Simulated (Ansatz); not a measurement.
BrClH₃NSi, SMILES N[SiH](Cl)Br, a rigid scan of one bond length

Computed with Ansatz's Python interface.

The cells in order, each with its output:

```python
import ansatz as az
from ase import Atoms
import matplotlib.pyplot as plt
import numpy as np
```

```python
atoms = Atoms(["N", "Si", "Cl", "Br", "H", "H", "H"], positions=[
    (0.0366, 1.0806, 0.2321),
    (0.3231, -0.5229, -0.0076),
    (0.0959, -1.4965, 1.7544),
    (-1.0901, -1.2416, -1.4528),
    (-0.9204, 1.194, 0.6484),
    (-0.1108, 1.5782, -0.693),
    (1.727, -0.6598, -0.5271),
])
geometry = az.Crystal.molecule_from_ase(atoms)
```

```python
symbols = [site.symbol for site in geometry.cartesian_sites]
start = np.array([site.position_ang for site in geometry.cartesian_sites])
axis = (start[4] - start[0]) / np.linalg.norm(start[4] - start[0])
moving = [4]
lengths, energies = [0.924, 0.966, 1.008, 1.05, 1.092, 1.134, 1.176, 1.239], []
for length in lengths:
    xyz = start.copy()
    xyz[moving] += (length - np.linalg.norm(start[4] - start[0])) * axis
    point = az.Crystal.molecule()
    for symbol, place in zip(symbols, xyz):
        point = point.atom(symbol, place.tolist())
    calculation = point.calculation()
    calculation = calculation.basis(gaussian="def2-SVP")
    calculation = calculation.functional("pbe", dispersion="d3bj")
    data = calculation.run(threads=1, pin="off").report
    energies.append(data["free_energy_ev"])
    print(f"r = {length:6.3f} A  E = {energies[-1]:.5f} eV  <S^2> = {abs(data['mean_field']['state']['spin_squared']):.3f}")
```

    r =  0.924 A  E = -91950.68526 eV  <S^2> = 0.000
    r =  0.966 A  E = -91950.88849 eV  <S^2> = 0.000
    r =  1.008 A  E = -91950.98189 eV  <S^2> = 0.000
    r =  1.050 A  E = -91950.99085 eV  <S^2> = 0.000
    r =  1.092 A  E = -91950.93531 eV  <S^2> = 0.000
    r =  1.134 A  E = -91950.83092 eV  <S^2> = 0.000
    r =  1.176 A  E = -91950.69001 eV  <S^2> = 0.000
    r =  1.239 A  E = -91950.43093 eV  <S^2> = 0.000

```python
# quartic fit about the minimum
fit = np.polynomial.Polynomial.fit(lengths, np.array(energies) - min(energies), 4).convert()
roots = [r.real for r in fit.deriv().roots() if abs(r.imag) < 1e-9 and fit.deriv(2)(r.real) > 0]
r_e = min(roots, key=lambda r: abs(r - lengths[int(np.argmin(energies))]))
print(f"minimum of the fit at {r_e:.4f} A, force constant {fit.deriv(2)(r_e):.2f} eV/A^2")
plt.figure(figsize=(4.5, 3))
plt.plot(lengths, np.array(energies) - min(energies), "o-")
plt.xlabel("bond length (A)")
plt.ylabel("E - E(min) (eV)")
plt.tight_layout()
plt.savefig("scan.png", dpi=100)
```

    minimum of the fit at 1.0337 A, force constant 40.80 eV/A^2

Total energies depend on the basis set; only differences at equal settings carry meaning. The rest of the molecule is held rigid at a force-field or estimated start geometry, and the basis set is modest; single-reference methods fail as a bond breaks. The orbitals are restricted, so S² is zero by construction. Hardware and time: 16 s on 1 thread of Arm Neoverse V2, on a shared host, peak memory 0.24 GiB.

(Lines on the test bed's own set-up are left out of the output.)
